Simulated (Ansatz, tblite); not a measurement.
# n-GeGeGeGeSiGeH14 (SiGe₅H₁₄): rung by rung

An exercise on one series of results from a longer session: the logs are not shown, and one member is left open.

The runs use Ansatz 0.2.0, Gaussian basis; as each input shows.

Plan: GFN1-xTB, GFN2-xTB, PBE-D4/def2-TZVP, r2SCAN-D4/def2-TZVP, r2SCANh-D4/def2-TZVP, BLYP-D4/def2-TZVP, PBE-D4/def2-SVP, PBE0-D4/def2-SVP, HF/6-31G, B3LYP-D4/6-31G, MP2/def2-SVP.

3 further runs of the same task are left out: 1 that didn't finish, 2 set aside as unsound or not needed. Runs told in other sessions of the task aren't counted.

**The relaxed structure**

The geometry is that of the singlet, from an earlier relaxation (r2SCAN-D4/def2-SVP).

20 atoms, charge 0, spin multiplicity 1.

Bond lengths: Ge1–Ge2 2.421 Å, Ge1–H7 1.538 Å, Ge1–H8 1.538 Å, Ge1–H9 1.537 Å, Ge2–Ge3 2.424 Å, Ge2–H10 1.541 Å, Ge2–H11 1.539 Å, Ge3–Ge4 2.423 Å, Ge3–H12 1.541 Å, Ge3–H13 1.541 Å, Ge4–Si5 2.385 Å, Ge4–H14 1.541 Å, Ge4–H15 1.542 Å, Si5–Ge6 2.381 Å, Si5–H16 1.498 Å, Si5–H17 1.496 Å, Ge6–H18 1.538 Å, Ge6–H19 1.537 Å and more. Angles: Ge2–Ge1–H7 110.5°, Ge2–Ge1–H8 109.1°, Ge2–Ge1–H9 111.7°, H7–Ge1–H8 108.1°, H7–Ge1–H9 108.5°, H8–Ge1–H9 108.8°, Ge1–Ge2–Ge3 109.9°, Ge1–Ge2–H10 109.1°, Ge1–Ge2–H11 110.9°, Ge3–Ge2–H10 110.1°, Ge3–Ge2–H11 109.2°, H10–Ge2–H11 107.6°, Ge2–Ge3–Ge4 111.2°, Ge2–Ge3–H12 109.0°, Ge2–Ge3–H13 110.7°, Ge4–Ge3–H12 108.9°, Ge4–Ge3–H13 109.4°, H12–Ge3–H13 107.6° and more.

PBE0-D4/def2-TZVP was run before; its log isn't repeated, and its numbers join the tables.

Set-up of the first run:

Tight binding, by tblite at 300 K electronic temperature and without a spin-polarisation term:

```python
tblite.interface.Calculator('GFN1-xTB', numbers, positions, charge=0, uhf=0).singlepoint()
```

Tight binding, by tblite at 300 K electronic temperature and without a spin-polarisation term:

```python
tblite.interface.Calculator('GFN2-xTB', numbers, positions, charge=0, uhf=0).singlepoint()
```

start.molden holds the orbitals of an earlier run on this state, given as this run's starting guess.

The input, in.yaml:

```yaml
crystal:
  periodic: [false, false, false]
  atoms:
    - {symbol: Ge, position_ang: [1.589970, -0.658932, 2.193150]}
    - {symbol: Ge, position_ang: [1.723336, 1.334649, 0.825772]}
    - {symbol: Ge, position_ang: [1.759550, 0.724847, -1.519833]}
    - {symbol: Ge, position_ang: [-0.483499, 0.373444, -2.366628]}
    - {symbol: Si, position_ang: [-1.702863, -1.222291, -1.079491]}
    - {symbol: Ge, position_ang: [-2.549710, -0.261458, 0.928012]}
    - {symbol: H, position_ang: [0.665920, -1.700302, 1.539247]}
    - {symbol: H, position_ang: [2.992482, -1.277946, 2.319549]}
    - {symbol: H, position_ang: [1.056577, -0.349020, 3.600548]}
    - {symbol: H, position_ang: [3.002232, 2.112169, 1.191673]}
    - {symbol: H, position_ang: [0.524045, 2.262875, 1.090153]}
    - {symbol: H, position_ang: [2.566577, -0.577093, -1.686053]}
    - {symbol: H, position_ang: [2.456890, 1.816068, -2.354183]}
    - {symbol: H, position_ang: [-1.231532, 1.720369, -2.338072]}
    - {symbol: H, position_ang: [-0.411387, -0.084161, -3.836971]}
    - {symbol: H, position_ang: [-2.871937, -1.713157, -1.877039]}
    - {symbol: H, position_ang: [-0.830114, -2.397515, -0.770321]}
    - {symbol: H, position_ang: [-1.434021, 0.371765, 1.775556]}
    - {symbol: H, position_ang: [-3.263037, -1.318548, 1.786780]}
    - {symbol: H, position_ang: [-3.559479, 0.844239, 0.578162]}
basis:
  gaussian: {orbitals: def2-TZVP, initial_orbitals: start.molden}
hamiltonian: {xc: pbe, dispersion: d4}
scf: {omitted_lower_state_checks: [starts]}
output: {orbitals: {seedname: orbitals}}
```

The run is started by

```console
ansatz run in.yaml --threads 4 --pin off --events-out ev --progress --plain --max-ram 6963MiB
```

Steps of the session up to this table: PBE-D4/def2-TZVP; r2SCAN-D4/def2-TZVP; r2SCANh-D4/def2-TZVP; BLYP-D4/def2-TZVP; PBE-D4/def2-SVP; PBE0-D4/def2-SVP; HF/6-31G; B3LYP-D4/6-31G; MP2/def2-SVP.

One of the session's tables, all rows but one given; the rest of the session is left out.

It belongs to the step «Binding energy». 

```
               level  binding an atom (eV)
            HF/6-31G                 1.859
         HF/def2-SVP                 2.028
     PBE-D4/def2-SVP                 2.718
    PBE-D4/def2-TZVP                 2.720
   BLYP-D4/def2-TZVP                 2.696
 r2SCAN-D4/def2-TZVP                 2.773
r2SCANh-D4/def2-TZVP                 2.766
      B3LYP-D4/6-31G                 2.662
    PBE0-D4/def2-SVP                     ?
   PBE0-D4/def2-TZVP                 2.726
        MP2/def2-SVP                 2.550
```

Estimate the missing values for PBE0-D4/def2-SVP.

The run gave: binding an atom (eV): 2.725. In the column «binding an atom (eV)» it lies between PBE-D4/def2-TZVP (2.720) and PBE0-D4/def2-TZVP (2.726).

Limits of these values: Free atoms were run apart at each level; binding is atoms less cluster, divided by the number of atoms, without zero-point or spin-orbit terms.
